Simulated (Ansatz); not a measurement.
# La2Fe2S2O3: the cost of one run

Computed with Ansatz 0.2.0 (DFT PBE, scalar-relativistic, plane waves, PAW, unless a step's input says otherwise).

## Step 1: Starting point

Symmetry: I4/mmm, No. 139, tetragonal system. Conventional cell: a = 4.029 Å, b = 4.029 Å, c = 18.115 Å, α = 90.00°, β = 90.00°, γ = 90.00°. La (site symmetry 4mm) is surrounded by 4 O at 2.37 Å. Around Fe (site symmetry mmm) lie 2 O at 2.01 Å and 4 S at 2.61 Å. S (site symmetry 4mm) has 4 Fe at 2.61 Å as nearest neighbours. O (site symmetry -4m2) is surrounded by 4 La at 2.37 Å. O (site symmetry 4/mmm) is surrounded by 4 Fe at 2.01 Å.

Coordinates:

```
La Fe S O
1.0
    -2.01453    2.01453    9.05773
     2.01453   -2.01453    9.05773
     2.01453    2.01453   -9.05773
La Fe S O
2 2 2 3
Direct
  0.18088 0.18088 0.00000
  0.81912 0.81912 0.00000
  0.50000 0.00000 0.50000
  0.00000 0.50000 0.50000
  0.40818 0.40818 0.00000
  0.59182 0.59182 0.00000
  0.75000 0.25000 0.50000
  0.25000 0.75000 0.50000
  0.00000 0.00000 0.00000
```

This cell comes from an earlier session at PBE: 16.337 Å³/atom at 0.00 GPa, on a 8×8×8 mesh.

## Step 2: Ferromagnetic, larger cell

The input, input.yaml:

```yaml
crystal:
  lattice:
    - [2.0145307104, 2.0145307104, -9.0577265328]
    - [2.0145307104, -2.0145307104, -9.0577265328]
    - [-8.0581228415, 0.0, 0.0]
  atoms:
    - { symbol: La, position: [-0.180882805, -0.180882805, -0.0904414025] }
    - { symbol: La, position: [-0.819117195, -0.819117195, -0.4095585975] }
    - { symbol: Fe, position: [0.5, -0.5, 0.0], spin: 4.0 }
    - { symbol: Fe, position: [0.0, 0.0, -0.25], spin: 4.0 }
    - { symbol: S, position: [-0.4081771748, -0.4081771748, -0.2040885874] }
    - { symbol: S, position: [-0.5918228252, -0.5918228252, -0.2959114126] }
    - { symbol: O, position: [0.25, -0.75, -0.125] }
    - { symbol: O, position: [-0.25, -0.25, -0.375] }
    - { symbol: O, position: [0.0, 0.0, 0.0] }
    - { symbol: La, position: [-0.180882805, -0.180882805, 0.4095585975] }
    - { symbol: La, position: [-0.819117195, -0.819117195, 0.0904414025] }
    - { symbol: Fe, position: [0.5, -0.5, 0.5], spin: 4.0 }
    - { symbol: Fe, position: [0.0, 0.0, 0.25], spin: 4.0 }
    - { symbol: S, position: [-0.4081771748, -0.4081771748, 0.2959114126] }
    - { symbol: S, position: [-0.5918228252, -0.5918228252, 0.2040885874] }
    - { symbol: O, position: [0.25, -0.75, 0.375] }
    - { symbol: O, position: [-0.25, -0.25, 0.125] }
    - { symbol: O, position: [0.0, 0.0, 0.5] }
basis:
  ecutwfc: 420
  ecutrho_ratio: 4
kpoints:
  mp_grid: { grid: [6, 6, 4] }
hamiltonian:
  xc: pbe
scf:
  occupations: { method: gaussian, width: 0.05 }
  lower_state_search: "off"
output:
  forces: true
  stress: true
  eigenvalues: true
  populations: true
magnetization:
  spin_polarized: true
```

Started as:

```bash
> ansatz run input.yaml --threads 4 --pin off --max-ram 10240MiB --backend cpu --events-out ev --progress --plain --runs-dir out
```

Q: Estimate wall time and peak memory on 4 threads of Arm Neoverse V2, shared host.

About 2 min, with a peak of 2.4 GiB.
